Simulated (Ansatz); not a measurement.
# Na2AgAsF6: the cost of one run

Method: DFT PBE+D3(BJ), scalar-relativistic, plane waves, PAW, in Ansatz 0.2.0.

### 1 The structure to begin with

The structure is cubic, space group Fm-3m (No. 225). The conventional cell has a = 8.775 Å, b = 8.775 Å, c = 8.775 Å, α = 90.00°, β = 90.00°, γ = 90.00°. Na (site symmetry -43m) has 12 F at 3.11 Å as nearest neighbours. Ag (site symmetry m-3m) is surrounded by 6 F at 2.35 Å. As (site symmetry m-3m) has 6 F at 2.04 Å as nearest neighbours. F (site symmetry 4mm) has 1 As at 2.04 Å and 1 Ag at 2.35 Å as nearest neighbours.

As a file:

```cif
data_structure
_symmetry_space_group_name_H-M 'P 1'
_symmetry_Int_Tables_number 1
_cell_length_a 6.2051
_cell_length_b 6.2051
_cell_length_c 6.2051
_cell_angle_alpha 60.000
_cell_angle_beta 60.000
_cell_angle_gamma 60.000
_cell_volume 168.94
loop_
_atom_site_label
_atom_site_type_symbol
_atom_site_fract_x
_atom_site_fract_y
_atom_site_fract_z
_atom_site_occupancy
Na1 Na 0.75000 0.75000 0.75000 1
Na2 Na 0.25000 0.25000 0.25000 1
Ag1 Ag 0.50000 0.50000 0.50000 1
As1 As 0.00000 0.00000 0.00000 1
F1 F 0.76765 0.23235 0.23235 1
F2 F 0.23235 0.23235 0.76765 1
F3 F 0.23235 0.76765 0.76765 1
F4 F 0.23235 0.76765 0.23235 1
F5 F 0.76765 0.23235 0.76765 1
F6 F 0.76765 0.76765 0.23235 1
```

It goes back to an entry of the Materials Project, which need not be the stable form.

It is the result of an earlier relaxation at this level (volume 16.89 Å³/atom; gap on the mesh: 1.89 eV).

### 2 The reference cell

Reference values: F = -20273.8783 eV; pressure -0.01 GPa; largest force 0.000 eV/Å; gap on the mesh 1.89 eV. It was computed beforehand with the settings of the runs below.

### 3 The disturbance

The atoms are moved along a mode of 134i cm⁻¹:

| atom | ux (Å) | uy (Å) | uz (Å) |
| --- | --- | --- | --- |
| Na1 | 0.000 | 0.000 | 0.000 |
| Na2 | 0.000 | 0.000 | 0.000 |
| Ag3 | 0.000 | 0.000 | 0.000 |
| As4 | 0.000 | 0.000 | 0.000 |
| F5 | 0.000 | 0.150 | 0.000 |
| F6 | 0.000 | 0.000 | 0.000 |
| F7 | 0.000 | -0.150 | 0.000 |
| F8 | -0.150 | 0.000 | 0.000 |
| F9 | 0.150 | 0.000 | 0.000 |
| F10 | 0.000 | 0.000 | 0.000 |

### 4 Relaxation of the disturbed structure

input.yaml

```yaml
crystal:
  lattice:
    - [0.0, 4.38766159, 4.38766159]
    - [4.38766159, 0.0, 4.38766159]
    - [4.38766159, 4.38766159, 0.0]
  atoms:
    - { symbol: Na, position: [0.75, 0.75, 0.75] }
    - { symbol: Na, position: [0.25, 0.25, 0.25] }
    - { symbol: Ag, position: [0.5, 0.5, 0.5] }
    - { symbol: As, position: [0.0, 0.0, 0.0] }
    - { symbol: F, position: [0.7847471674, 0.2152528326, 0.2494396078] }
    - { symbol: F, position: [0.2323462202, 0.2323462202, 0.7676537798] }
    - { symbol: F, position: [0.2152528326, 0.7847471674, 0.7505603922] }
    - { symbol: F, position: [0.2494396078, 0.7505603922, 0.2152528326] }
    - { symbol: F, position: [0.7505603922, 0.2494396078, 0.7847471674] }
    - { symbol: F, position: [0.7676537798, 0.7676537798, 0.2323462202] }
basis:
  ecutwfc: 420
kpoints:
  mp_grid: { grid: [6, 6, 6] }
hamiltonian:
  xc: pbe
  dispersion: d3bj
scf:
  occupations: { method: gaussian, width: 0.05 }
output:
  forces: true
  stress: true
  eigenvalues: true
relax:
  adjacent_minimum: "off"
  f_tol: 0.008
  max_steps: 80
  cell: { stress_tol: 0.08 }
```

On the command line:

```bash
$ ansatz run input.yaml --threads 2 --pin off --max-ram 5120MiB --backend cpu --events-out ev --progress --plain --runs-dir out
```

What time and memory should one allow on 2 threads of INTEL XEON PLATINUM 8581C at 2.30GHz (Emerald Rapids), shared host?

About 58 s, with a peak of 0.73 GiB.
